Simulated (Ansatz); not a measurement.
**CH5GeO radical: small, medium and large basis sets**

How large a basis does CH5GeO radical need? Two functionals are run in growing sets.

Method: one geometry, several basis sets; program: Ansatz 0.2.0, Gaussian basis.

Plan: PBE0-D4/def2-SVP; ωB97M-V/def2-SVP; PBE0-D4/def2-QZVPP; ωB97M-V/def2-QZVPP; the functionals' def2-TZVPP values are taken from earlier runs.

## Step 1: The geometry

All runs share one geometry, relaxed beforehand with PBE0-D4 in a triple-zeta def2 set.

SMILES `[CH3][GeH][OH]`, 8 atoms, charge 0, spin multiplicity 2.

Atoms are counted from 1 here; the program's logs count them from 0.

Bond lengths: C1–Ge2 1.954 Å, C1–H4 1.090 Å, C1–H5 1.092 Å, C1–H6 1.090 Å, Ge2–O3 1.792 Å, Ge2–H7 1.564 Å, O3–H8 0.960 Å. Angles: Ge2–C1–H4 110.3°, Ge2–C1–H5 108.7°, Ge2–C1–H6 109.9°, H4–C1–H5 109.5°, H4–C1–H6 109.3°, H5–C1–H6 109.1°, C1–Ge2–O3 103.5°, C1–Ge2–H7 112.3°, O3–Ge2–H7 107.9°, Ge2–O3–H8 112.7°.

## Step 2: PBE0-D4 in def2-SVP

The input, in.yaml:

```yaml
crystal:
  periodic: [false, false, false]
  atoms:
    - {symbol: C, position_ang: [-0.669713, 0.837439, -0.542820]}
    - {symbol: Ge, position_ang: [0.882153, -0.278854, -0.139010]}
    - {symbol: O, position_ang: [0.160063, -1.768925, 0.546421]}
    - {symbol: H, position_ang: [-0.349763, 1.807696, -0.923461]}
    - {symbol: H, position_ang: [-1.247630, 0.978326, 0.373273]}
    - {symbol: H, position_ang: [-1.295998, 0.347277, -1.287738]}
    - {symbol: H, position_ang: [1.802070, 0.357732, 0.953964]}
    - {symbol: H, position_ang: [0.810919, -2.337889, 0.963573]}
basis:
  gaussian: {orbitals: def2-SVP}
magnetization: {spin_polarized: true, initial_magnetization: 1}
hamiltonian: {xc: pbe0, dispersion: d4}
output: {orbitals: {seedname: orbitals}}
```

After this run come: ωB97M-V in def2-SVP; PBE0-D4 in def2-QZVPP; ωB97M-V in def2-QZVPP.

Before running them: what should the planned runs give, taken together? Wanted: PBE0-D4: double and triple zeta above quadruple; ωB97M-V: double and triple zeta above quadruple.

As calculated:

| quantity | value |
| --- | --- |
| PBE0-D4: double and triple zeta above quadruple | 12.48, 1.42 eV |
| ωB97M-V: double and triple zeta above quadruple | 12.58, 1.39 eV |

In words: For PBE0-D4 the step from double to triple zeta gains 11.06 eV and the next only 1.42 eV. Total energies overstate the basis error of differences, where much of it tends to cancel.
